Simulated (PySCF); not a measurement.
# DyH14O7 (Dy(H2O)73+): the cost of one run

Computed with PySCF 2.14.0. Level: BP86, Dy lcecp-1-SVP with ECP55, O def2-SVP, H def2-SVP; scalar-relativistic core potentials, no spin–orbit coupling.

2 further runs of the same task are left out: 2 for a known fault of the program.

## (1) The system as given

22 atoms, charge 3, spin multiplicity 1.

Bond lengths: Dy1–O2 2.383 Å, Dy1–O5 2.383 Å, Dy1–O8 2.448 Å, Dy1–O11 2.432 Å, Dy1–O14 2.442 Å, Dy1–O17 2.442 Å, Dy1–O20 2.432 Å, O2–H3 0.987 Å, O2–H4 0.987 Å, O5–H6 0.987 Å, O5–H7 0.987 Å, O8–H9 0.984 Å, O8–H10 0.984 Å, O11–H12 0.984 Å, O11–H13 0.984 Å, O14–H15 0.984 Å, O14–H16 0.984 Å, O17–H18 0.984 Å and more. Angles: O2–Dy1–O5 179.9°, O2–Dy1–O8 90.1°, O2–Dy1–O11 90.0°, O2–Dy1–O14 89.9°, O2–Dy1–O17 89.9°, O2–Dy1–O20 90.0°, O5–Dy1–O8 90.1°, O5–Dy1–O11 90.0°, O5–Dy1–O14 89.9°, O5–Dy1–O17 89.9°, O5–Dy1–O20 90.0°, O8–Dy1–O11 72.0°, O8–Dy1–O14 144.0°, O8–Dy1–O17 144.0°, O8–Dy1–O20 72.0°, O11–Dy1–O14 71.9°, O11–Dy1–O17 144.0°, O11–Dy1–O20 144.0° and more.

Coordinates:

```
Dy    0.0000    0.0000    0.0000
O    -0.0027    0.0000    2.3834
H     0.7697    0.0000    2.9987
H    -0.7768    0.0000    2.9965
O    -0.0027    0.0000   -2.3834
H     0.7697    0.0000   -2.9987
H    -0.7768    0.0000   -2.9965
O     2.4482    0.0000    0.0000
H     3.0615    0.0000    0.7698
H     3.0615    0.0000   -0.7698
O     0.7511    2.3131    0.0000
H     0.9187    2.8965    0.7746
H     0.9187    2.8965   -0.7746
O    -1.9747    1.4368    0.0000
H    -2.4449    1.8267    0.7718
H    -2.4449    1.8267   -0.7718
O    -1.9747   -1.4368    0.0000
H    -2.4449   -1.8267    0.7718
H    -2.4449   -1.8267   -0.7718
O     0.7511   -2.3131    0.0000
H     0.9187   -2.8965    0.7746
H     0.9187   -2.8965   -0.7746
```

Formal oxidation states: Dy +3. Each metal's 9 4f electrons lie in its core potential, so multiplicities, spins and levels count the valence alone. An earlier session relaxed this geometry at BP86, Dy lcecp-1-SVP with ECP55, O def2-SVP, H def2-SVP (singlet, point group C2v).

Its energy there is -570.957267 Eh.

## (2) Atoms moved at random, σ = 0.1 Å

run.py (the lines that set the calculation) reads:

```python
mol = gto.M(atom='''
Dy    -0.14014     0.10761     0.02052
O     -0.10657     0.07374     2.36279
H      0.77576    -0.14503     2.73780
H     -0.72848    -0.03228     3.16535
O      0.02386    -0.17346    -2.48705
H      0.78599    -0.07415    -3.00892
H     -0.75062    -0.10232    -3.09804
O      2.29504     0.03762     0.04622
H      3.05297    -0.03719     0.59972
H      3.02022     0.13511    -0.68677
O      0.64175     2.23994    -0.00473
H      1.16374     3.01723     0.74859
H      0.82914     2.73773    -0.81322
O     -1.83619     1.45201     0.16197
H     -2.53900     1.84333     0.83397
H     -2.51372     1.90749    -0.81392
O     -1.80125    -1.49935     0.02165
H     -2.41474    -1.72343     0.84756
H     -2.27890    -1.80131    -0.66680
O      0.75560    -2.27190    -0.09224
H      0.89146    -2.95979     0.73654
H      0.87389    -2.73159    -0.61099''',
    basis={'Dy': 'lcecp-1-SVP', 'O': 'def2-SVP', 'H': 'def2-SVP'},
    ecp={'Dy': 'lcecp-1-SVP'},
    charge=3, spin=0)
mf = dft.RKS(mol, xc='B88,P86')
mf.grids.atom_grid = (50, 194)  # f atoms: unpruned, at least (60, 302)
mf = mf.density_fit()  # fitting sets: Dy AutoAux, O def2-universal-JKFIT, H def2-universal-JKFIT
mf.conv_tol = 1e-08; mf.max_cycle = 55
mf.kernel(dm0)  # dm0: the density of the relaxed state
```

Launch:

```bash
$ OMP_NUM_THREADS=4 python run.py
```

**Question.** How long does this run take on 4 threads of Intel Xeon at 2.50GHz (Skylake/Cascade Lake), shared host?

About 48 s.
